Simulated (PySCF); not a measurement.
CSiBrH3, in a box:

```xyz
6
Lattice="13.0000 0.0000 0.0000 0.0000 12.0000 0.0000 0.0000 0.0000 12.0000" Properties=species:S:1:pos:R:3 pbc="T T T"
C     5.7813    6.5805    5.7856
Si    6.2275    5.4409    7.2234
Br    8.2132    4.6864    6.4390
H     6.5469    7.3556    5.6666
H     4.8128    7.0604    5.9490
H     5.7497    6.0205    4.8446
```

Base run:

```yaml
Program: PySCF 2.14.0
Functional: r2SCANh
Dispersion: D4
Potentials_or_basis: 6-31g* (all-electron)
k_mesh: 1 × 1 × 1
Occupations: fixed
Spin: no spin polarisation
```

Its results: gap between the frontier levels 3.12 eV.

Question: The run is repeated on the same cell with these changes: functional from r2SCANh to revTPSS. What comes out?

Answer: Gap between the frontier levels 2.32 eV.

r2SCANh gives the wider gap, since exact exchange removes part of the self-interaction.

Caveats: this is a molecule in a periodic box at the Γ point, so its band gap is the HOMO-LUMO gap; relativity is left out, which matters for the heavier elements; the basis of atomic orbitals isn't converged, which shifts pressures, moduli and gaps.

A k mesh can miss the band edges.

Not every run made on this cell is shown here.
